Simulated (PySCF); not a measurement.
# Si₆H₁₂: NMR shifts at several levels of theory, part 2 of 2

PySCF 2.14.0. Atoms count from 0. Earlier steps stand in the parts before.

## (6) Nuclear shieldings: CAM-B3LYP/pcSseg-1

What the job is given:

```
{"job": {"kind": "nmr", "xc": "CAM-B3LYP", "basis": "pcSseg-1", "pop": false}, "charge": 0, "multiplicity": 1}
Si    -1.332144     1.297235    -1.252985
Si     0.737848     2.064641    -0.456612
Si     2.203914     0.238876    -0.290556
Si     1.326938    -1.293850     1.255314
Si    -0.737393    -2.064574     0.447329
Si    -2.205370    -0.239506     0.291026
H     -1.118834     0.599929    -2.561510
H     -2.278447     2.437375    -1.468955
H      1.300965     3.120457    -1.356781
H      0.544534     2.655143     0.906493
H      2.304969    -0.427666    -1.628219
H      3.571340     0.689487     0.121069
H      2.274411    -2.431580     1.478612
H      1.104799    -0.593877     2.560882
H     -1.300794    -3.127908     1.338412
H     -0.537615    -2.645065    -0.919098
H     -2.302770     0.421237     1.631815
H     -3.573881    -0.687716    -0.119546
```

With the program's defaults for keys left out, this is: GIAO CAM-B3LYP/pcSseg-1 NMR shielding, non-relativistic, gas phase.

Log:

```text
coarse grid: 17184 points
cycle   1  E = -1744.0956664344  dE = -2.304e-01  |g| = 2.258e-01  |ddm| = 3.772e+00
cycle   2  E = -1744.1128075539  dE = -1.714e-02  |g| = 1.173e-01  |ddm| = 4.354e-01
cycle   3  E = -1744.1166234869  dE = -3.816e-03  |g| = 3.185e-02  |ddm| = 2.144e-01
cycle   4  E = -1744.1170112454  dE = -3.878e-04  |g| = 5.707e-03  |ddm| = 7.215e-02
cycle   5  E = -1744.1170216413  dE = -1.040e-05  |g| = 5.529e-04  |ddm| = 1.015e-02
cycle   6  E = -1744.1170218476  dE = -2.063e-07  |g| = 1.262e-04  |ddm| = 1.864e-03
final grid: 136024 points
cycle   7  E = -1744.1412518201  dE = -3.942e-06  |g| = 1.493e-03  |ddm| = 1.127e-02
cycle   8  E = -1744.1412520378  dE = -2.176e-07  |g| = 9.851e-04  |ddm| = 2.976e-03
cycle   9  E = -1744.1412522550  dE = -2.173e-07  |g| = 8.578e-05  |ddm| = 1.320e-03
cycle  10  E = -1744.1412522578  dE = -2.710e-09  |g| = 1.943e-05  |ddm| = 2.034e-04
cycle  11  E = -1744.1412522579  dE = -1.896e-10  |g| = 2.584e-06  |ddm| = 6.884e-05
converged SCF energy = -1744.1412522579

GIAO shielding tensors (ppm)
atom      isotropic    diamagn.    paramagn.     s11        s22        s33       span
  0 Si     451.716     880.887    -429.171    446.227    453.681    455.241      9.014
  1 Si     451.696     880.882    -429.186    446.242    453.831    455.016      8.774
  2 Si     451.710     880.885    -429.176    446.496    453.771    454.861      8.366
  3 Si     451.747     880.897    -429.150    446.171    453.556    455.514      9.344
  4 Si     451.730     880.895    -429.165    446.126    453.723    455.341      9.215
  5 Si     451.726     880.888    -429.162    446.477    453.731    454.970      8.494
  6 H       28.000      30.136      -2.136     25.152     25.762     33.085      7.933
  7 H       27.657      28.904      -1.247     23.673     25.038     34.260     10.588
  8 H       27.657      28.903      -1.246     23.671     25.042     34.257     10.587
  9 H       28.000      30.131      -2.132     25.156     25.754     33.089      7.934
 10 H       28.003      30.135      -2.133     25.159     25.758     33.092      7.933
 11 H       27.656      28.906      -1.250     23.667     25.045     34.257     10.589
 12 H       27.657      28.912      -1.255     23.676     25.032     34.263     10.587
 13 H       28.002      30.147      -2.145     25.147     25.780     33.080      7.934
 14 H       27.657      28.912      -1.254     23.674     25.035     34.262     10.588
 15 H       28.003      30.148      -2.145     25.150     25.779     33.080      7.930
 16 H       28.003      30.138      -2.134     25.157     25.764     33.090      7.933
 17 H       27.656      28.907      -1.251     23.669     25.043     34.258     10.589
```

Wall time 77 s (1 thread of Arm Neoverse N1, shared host); peak memory 1.2 GiB.

Key values: δ Si0 -108.3, H6 3.50 ppm (means over like atoms).

## (7) Nuclear shieldings: wB97X-D/pcSseg-1

The job, as its differences from that of step 6:

```diff
@@ -1,2 +1,2 @@
-{"job": {"kind": "nmr", "xc": "CAM-B3LYP", "basis": "pcSseg-1", "pop": false}, "charge": 0, "multiplicity": 1}
+{"job": {"kind": "nmr", "xc": "wB97X-D", "basis": "pcSseg-1", "pop": false}, "charge": 0, "multiplicity": 1}
 Si    -1.332144     1.297235    -1.252985
```

Method: GIAO wB97X-D/pcSseg-1 NMR shielding, non-relativistic, gas phase.

Log:

```text
coarse grid: 17184 points
cycle   1  E = -1744.0323840380  dE = -2.455e-01  |g| = 2.256e-01  |ddm| = 3.783e+00
cycle   2  E = -1744.0507298515  dE = -1.835e-02  |g| = 1.068e-01  |ddm| = 4.358e-01
cycle   3  E = -1744.0541511993  dE = -3.421e-03  |g| = 2.927e-02  |ddm| = 1.944e-01
cycle   4  E = -1744.0545100731  dE = -3.589e-04  |g| = 4.147e-03  |ddm| = 7.306e-02
cycle   5  E = -1744.0545173812  dE = -7.308e-06  |g| = 9.925e-04  |ddm| = 9.920e-03
final grid: 136024 points
cycle   6  E = -1744.1027961446  dE = -4.376e-05  |g| = 3.569e-03  |ddm| = 2.524e-02
cycle   7  E = -1744.1027980347  dE = -1.890e-06  |g| = 1.491e-03  |ddm| = 6.354e-03
cycle   8  E = -1744.1027983211  dE = -2.864e-07  |g| = 2.367e-04  |ddm| = 1.545e-03
cycle   9  E = -1744.1027983520  dE = -3.090e-08  |g| = 9.600e-05  |ddm| = 8.680e-04
cycle  10  E = -1744.1027983564  dE = -4.432e-09  |g| = 1.394e-05  |ddm| = 2.398e-04
cycle  11  E = -1744.1027983567  dE = -2.638e-10  |g| = 3.579e-06  |ddm| = 9.930e-05
converged SCF energy = -1744.1027983567

GIAO shielding tensors (ppm)
atom      isotropic    diamagn.    paramagn.     s11        s22        s33       span
  0 Si     463.220     880.855    -417.635    458.206    463.431    468.024      9.818
  1 Si     463.283     880.858    -417.575    458.328    463.576    467.943      9.615
  2 Si     463.255     880.860    -417.605    458.478    463.550    467.737      9.259
  3 Si     463.244     880.865    -417.621    458.141    463.306    468.285     10.144
  4 Si     463.304     880.870    -417.565    458.196    463.467    468.250     10.054
  5 Si     463.265     880.862    -417.597    458.451    463.509    467.835      9.383
  6 H       27.967      29.931      -1.964     25.071     25.658     33.171      8.100
  7 H       27.646      28.938      -1.293     23.581     24.963     34.392     10.811
  8 H       27.649      28.942      -1.293     23.580     24.968     34.399     10.819
  9 H       27.967      29.928      -1.961     25.074     25.650     33.177      8.103
 10 H       27.970      29.932      -1.962     25.077     25.653     33.180      8.103
 11 H       27.645      28.943      -1.298     23.575     24.969     34.390     10.815
 12 H       27.646      28.947      -1.302     23.585     24.957     34.395     10.810
 13 H       27.969      29.942      -1.972     25.066     25.676     33.166      8.100
 14 H       27.649      28.952      -1.303     23.583     24.961     34.403     10.820
 15 H       27.971      29.944      -1.973     25.068     25.676     33.168      8.099
 16 H       27.971      29.934      -1.963     25.076     25.659     33.178      8.102
 17 H       27.645      28.944      -1.299     23.577     24.967     34.391     10.814
```

Wall time 77 s (1 thread of Arm Neoverse N1, shared host); peak memory 1 GiB.

Key values: δ Si0 -110.3, H6 3.57 ppm (means over like atoms).

## (8) Shielding tensors: LC-wPBE/pcSseg-1

The job, as its differences from that of step 7:

```diff
@@ -1,2 +1,2 @@
-{"job": {"kind": "nmr", "xc": "wB97X-D", "basis": "pcSseg-1", "pop": false}, "charge": 0, "multiplicity": 1}
+{"job": {"kind": "nmr", "xc": "LC-wPBE", "basis": "pcSseg-1", "pop": false}, "charge": 0, "multiplicity": 1}
 Si    -1.332144     1.297235    -1.252985
```

Method: GIAO LC-wPBE/pcSseg-1 NMR shielding, non-relativistic, gas phase.

Log:

```text
coarse grid: 17184 points
cycle   1  E = -1743.4792026461  dE = -2.470e-01  |g| = 2.976e-01  |ddm| = 3.815e+00
cycle   2  E = -1743.5159926100  dE = -3.679e-02  |g| = 1.273e-01  |ddm| = 5.128e-01
cycle   3  E = -1743.5204958537  dE = -4.503e-03  |g| = 3.659e-02  |ddm| = 2.234e-01
cycle   4  E = -1743.5211220328  dE = -6.262e-04  |g| = 4.606e-03  |ddm| = 9.694e-02
cycle   5  E = -1743.5211352705  dE = -1.324e-05  |g| = 1.284e-03  |ddm| = 1.457e-02
cycle   6  E = -1743.5211364354  dE = -1.165e-06  |g| = 4.197e-04  |ddm| = 5.060e-03
final grid: 136024 points
cycle   7  E = -1743.5791231058  dE = -4.152e-05  |g| = 6.682e-03  |ddm| = 3.632e-02
cycle   8  E = -1743.5791255195  dE = -2.414e-06  |g| = 2.809e-03  |ddm| = 4.479e-03
cycle   9  E = -1743.5791259860  dE = -4.665e-07  |g| = 1.517e-04  |ddm| = 1.857e-03
cycle  10  E = -1743.5791260049  dE = -1.885e-08  |g| = 6.505e-05  |ddm| = 7.009e-04
cycle  11  E = -1743.5791260072  dE = -2.363e-09  |g| = 1.435e-05  |ddm| = 2.244e-04
cycle  12  E = -1743.5791260074  dE = -1.783e-10  |g| = 1.204e-06  |ddm| = 8.375e-05
converged SCF energy = -1743.5791260074

GIAO shielding tensors (ppm)
atom      isotropic    diamagn.    paramagn.     s11        s22        s33       span
  0 Si     472.509     880.420    -407.911    467.044    470.845    479.639     12.594
  1 Si     472.498     880.415    -407.917    467.065    470.986    479.443     12.378
  2 Si     472.510     880.418    -407.908    467.299    470.936    479.294     11.995
  3 Si     472.539     880.431    -407.892    466.936    470.738    479.944     13.009
  4 Si     472.531     880.428    -407.897    466.886    470.901    479.808     12.922
  5 Si     472.525     880.421    -407.896    467.259    470.905    479.411     12.152
  6 H       28.013      29.742      -1.729     25.024     25.616     33.399      8.375
  7 H       27.712      28.907      -1.195     23.565     24.937     34.636     11.071
  8 H       27.713      28.905      -1.193     23.563     24.941     34.633     11.071
  9 H       28.013      29.738      -1.725     25.028     25.607     33.404      8.376
 10 H       28.016      29.741      -1.725     25.031     25.612     33.406      8.375
 11 H       27.712      28.909      -1.197     23.560     24.944     34.632     11.073
 12 H       27.712      28.917      -1.204     23.568     24.931     34.638     11.070
 13 H       28.016      29.752      -1.737     25.019     25.634     33.394      8.375
 14 H       27.713      28.916      -1.204     23.566     24.934     34.638     11.072
 15 H       28.017      29.753      -1.737     25.022     25.633     33.394      8.371
 16 H       28.017      29.744      -1.726     25.029     25.618     33.404      8.375
 17 H       27.712      28.911      -1.199     23.561     24.942     34.634     11.073
```

It took 93 s on 1 thread of Arm Neoverse N1, shared host; peak memory 1 GiB.

Key values: δ Si0 -114.0, H6 3.46 ppm (means over like atoms).

## (9) Side by side: NMR shifts

Shifts (ppm), means over like atoms, with basis size and wall time:

```csv
run,H6,Si0,functions,time
WP04/pcSseg-1,3.10,-85.5,204,56 s
B97-2/pcSseg-1,3.58,-104.8,204,54 s
BHandHLYP/pcSseg-1,3.43,-102.3,204,55 s
CAM-B3LYP/pcSseg-1,3.50,-108.3,204,77 s
wB97X-D/pcSseg-1,3.57,-110.3,204,77 s
LC-wPBE/pcSseg-1,3.46,-114.0,204,93 s
```

## (10) Outcome

The summary covers parts 1 to 2.

| quantity | value |
| --- | --- |
| point group | D3d |
| rotational constants (main isotopes) | 0.99, 0.99, 0.55 GHz |
| 1H shifts against TMS (WP04/pcSseg-1, means over atoms taken as alike) | 3.10 ppm |
| 29Si shifts against TMS (WP04/pcSseg-1, means over atoms taken as alike) | -85.5 ppm |
| range of the shift of Si0 | -114.0 to -85.5 ppm |

Single values in the summary come from the first run of each kind that ended normally (WP04/pcSseg-1), which need not be the best level. Relaxing lowered the energy by 0.239 eV in 8 steps; the close pair that moved most is Si3–H12, from 1.469 to 1.497 Å. At WP04/pcSseg-1: The widest tensor belongs to Si0, Si1, Si2, Si3, Si4, Si5: span 14 ppm, with a paramagnetic part of -460 ppm. Across the 6 runs the shift of Si0 (with its like atoms) moves most, between -114.0 (LC-wPBE/pcSseg-1) and -85.5 ppm (WP04/pcSseg-1).
